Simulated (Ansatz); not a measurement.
# GaHClO (SMILES [O][GaH][Cl]): levels of theory compared

Aim: a comparison of 3 runs (UHF/STO-3G, UB3LYP/6-31G*, UPBE/def2-SVPD) of GaHClO. 

The results are computed with Ansatz 0.2.0.

8 further runs of the same task are left out: 1 that didn't finish, 7 set aside as unsound or not needed.

## 1. The molecule

The species is GaHClO (4 atoms), meant as a doublet with charge 0. As SMILES, `[O][GaH][Cl]`. Geometry: relaxed at PBE0-D4/def2-TZVP.

Bond lengths: O1–Ga2 1.796 Å, Ga2–Cl3 2.128 Å, Ga2–H4 1.543 Å. Angles: O1–Ga2–Cl3 112.7°, O1–Ga2–H4 122.7°, Cl3–Ga2–H4 124.6°.

## 2. Energy and gradient at UHF/STO-3G (run 1)

run.yaml

```yaml
basis:
  gaussian:
    orbitals: STO-3G
crystal:
  periodic: [false, false, false]
  atoms:
    - {symbol: O, position_ang: [-1.739800, -0.117700, -0.212200]}
    - {symbol: Ga, position_ang: [0.030900, 0.144300, -0.061200]}
    - {symbol: Cl, position_ang: [1.050700, -1.557300, 0.708800]}
    - {symbol: H, position_ang: [0.713700, 1.470500, -0.455700]}
magnetization:
  spin_polarized: true
  initial_magnetization: 1
hamiltonian:
  xc: hf
accuracy: high
output: {forces: true, orbitals: {seedname: orbitals}}
```

Command:

```sh
$ ansatz run run.yaml --threads 1 --pin off --max-ram 2610MiB --events-out events.jsonl --progress --plain --runs-dir runs
```

The log of the run, cut to the lines that bear on the results:

```text
Warning: RAYON_NUM_THREADS=1 ignored (pool sized by the plan → 1); use --threads N
Functional definition: HF
  name "HF"
[...]
531 factors; integrals over basis functions are off by at most 3.2e-8 eV
[...]
mean field -66123.55869859 eV, -2429.9959620152 hartree, gradient 8.9e-8 eV, S^2 1.617764; 10 other end points of the search recorded, 0 dependent functions left out
[...]
reference -66123.55869859 eV, -2429.9959620152 hartree; 29, 28 occupied and 4, 5 virtual orbitals, 531 factors
Total energy: -66123.55869859 eV, -2429.9959620152 hartree
Atom 0 at    -1.739800    -0.117700    -0.212200 Å, force    -0.165408     0.038202    -0.038113 eV/Å
Atom 1 at     0.030900     0.144300    -0.061200 Å, force    -0.752366     1.655561    -0.712894 eV/Å
Atom 2 at     1.050700    -1.557300     0.708800 Å, force     0.928349    -0.968025     0.485770 eV/Å
Atom 3 at     0.713700     1.470500    -0.455700 Å, force    -0.010576    -0.725737     0.265236 eV/Å
Dipole moment:     0.016742     0.457264    -0.166467 e Å
```

Wall time 6 s (1 thread of Arm Neoverse V2, shared host).

## 3. Energy and gradient at UB3LYP/6-31G(d) (spherical functions) (run 2)

job.yaml

```yaml
basis:
  gaussian:
    orbitals: 6-31G_st_-spherical.json
crystal:
  periodic: [false, false, false]
  atoms:
    - {symbol: O, position_ang: [-1.739800, -0.117700, -0.212200]}
    - {symbol: Ga, position_ang: [0.030900, 0.144300, -0.061200]}
    - {symbol: Cl, position_ang: [1.050700, -1.557300, 0.708800]}
    - {symbol: H, position_ang: [0.713700, 1.470500, -0.455700]}
total_charge: 0
magnetization:
  spin_polarized: true
  initial_magnetization: 1
hamiltonian:
  xc: {name: B3LYP}
accuracy: high
output: {forces: true, orbitals: {seedname: orbitals}}
```

The basis set 6-31G* is read from a file made from the Basis Set Exchange's data (not shown).

Command:

```sh
$ ansatz run job.yaml --threads 1 --pin off --max-ram 2610MiB --events-out events.jsonl --progress --plain --runs-dir runs
```

The log of the run, cut to the lines that bear on the results:

```text
Warning: RAYON_NUM_THREADS=1 ignored (pool sized by the plan → 1); use --threads N
Functional definition: B3LYP
  name "B3LYP"
[...]
1298 factors; integrals over basis functions are off by at most 4.0e-9 eV
[...]
mean field -66957.07472911 eV, -2460.6271111595 hartree, gradient 6.8e-8 eV, S^2 0.754409; 2 other end points of the search recorded, 0 dependent functions left out
[...]
reference -66957.07476577 eV, -2460.6271125066 hartree; 29, 28 occupied and 37, 38 virtual orbitals, 1298 factors
Total energy: -66957.07476577 eV, -2460.6271125066 hartree
Atom 0 at    -1.739800    -0.117700    -0.212200 Å, force    -0.430082    -0.042357    -0.044047 eV/Å
Atom 1 at     0.030900     0.144300    -0.061200 Å, force     0.096975     0.271098    -0.087785 eV/Å
Atom 2 at     1.050700    -1.557300     0.708800 Å, force     0.252464    -0.382138     0.176610 eV/Å
Atom 3 at     0.713700     1.470500    -0.455700 Å, force     0.080643     0.153397    -0.044779 eV/Å
Dipole moment:     0.213974     0.351108    -0.099377 e Å
```

It took 17 s on 1 thread of Arm Neoverse V2, shared host; peak memory 0.29 GiB.

## 4. Energy and gradient at UPBE/def2-SVPD (run 3)

job.yaml

```yaml
basis:
  gaussian:
    orbitals: def2-SVPD
crystal:
  periodic: [false, false, false]
  atoms:
    - {symbol: O, position_ang: [-1.739800, -0.117700, -0.212200]}
    - {symbol: Ga, position_ang: [0.030900, 0.144300, -0.061200]}
    - {symbol: Cl, position_ang: [1.050700, -1.557300, 0.708800]}
    - {symbol: H, position_ang: [0.713700, 1.470500, -0.455700]}
accuracy: high
output: {forces: true, orbitals: {seedname: orbitals}}
magnetization:
  spin_polarized: true
  initial_magnetization: 1
hamiltonian:
  xc: pbe
total_charge: 0
```

Command:

```sh
$ ansatz run job.yaml --threads 1 --pin off --max-ram 2610MiB --events-out events.jsonl --progress --plain --runs-dir runs
```

The log of the run, cut to the lines that bear on the results:

```text
Warning: RAYON_NUM_THREADS=1 ignored (pool sized by the plan → 1); use --threads N
Functional definition: PBE
  name "PBE"
[...]
1788 factors; integrals over basis functions are off by at most 4.1e-9 eV
[...]
mean field -66936.49542027 eV, -2459.8708355086 hartree, gradient 5.7e-8 eV, S^2 0.753939; 4 other end points of the search recorded, 0 dependent functions left out
[...]
reference -66936.49542367 eV, -2459.8708356339 hartree; 29, 28 occupied and 67, 68 virtual orbitals, 1788 factors
Total energy: -66936.49542367 eV, -2459.8708356339 hartree
Atom 0 at    -1.739800    -0.117700    -0.212200 Å, force    -0.402195    -0.070004    -0.029965 eV/Å
Atom 1 at     0.030900     0.144300    -0.061200 Å, force     0.019816     0.443348    -0.162050 eV/Å
Atom 2 at     1.050700    -1.557300     0.708800 Å, force     0.301471    -0.502511     0.227829 eV/Å
Atom 3 at     0.713700     1.470500    -0.455700 Å, force     0.080908     0.129168    -0.035814 eV/Å
Dipole moment:     0.265162     0.329404    -0.084236 e Å
```

Wall time 18 s (1 thread of Arm Neoverse V2, shared host); peak memory 0.28 GiB.

## 5. The series

```csv
run,level,energy (Eh),dipole moment (D),HOMO energy (eV),LUMO energy (eV),wall time
1,UHF/STO-3G,-2429.995962,2.34,-7.62,3.69,6 s
2,UB3LYP/6-31G* (spherical functions),-2460.627113,2.03,-8.63,-4.80,17 s
3,UPBE/def2-SVPD,-2459.870836,2.07,-7.53,-6.46,18 s
```

## 6. Results

| quantity | value |
| --- | --- |
| run 3: total energy | -2459.87084 Eh |
| run 3: dipole moment | 2.07 D |
| run 3: HOMO energy (highest over α and β) | -7.53 eV |
| run 3: LUMO energy (lowest over α and β) | -6.46 eV |
| run 3: ⟨S²⟩ | 0.754 |
| run 3: largest force on an atom | 0.629 eV/Å |

**Reading.** The dipole moment (its size) runs from 2.03 D (UB3LYP/6-31G*) to 2.34 D (UHF/STO-3G). The two ends differ in method and basis. Totals of different functionals can't be ranked against each other. In run 1 the basis is minimal, so the values are rough. Spin contamination of the reference: run 1 ⟨S²⟩ = 1.62. Where it is this large, the reference is a mixture of spin states, and values that rest on it are in doubt. All runs together took 41 s, the longest 18 s.
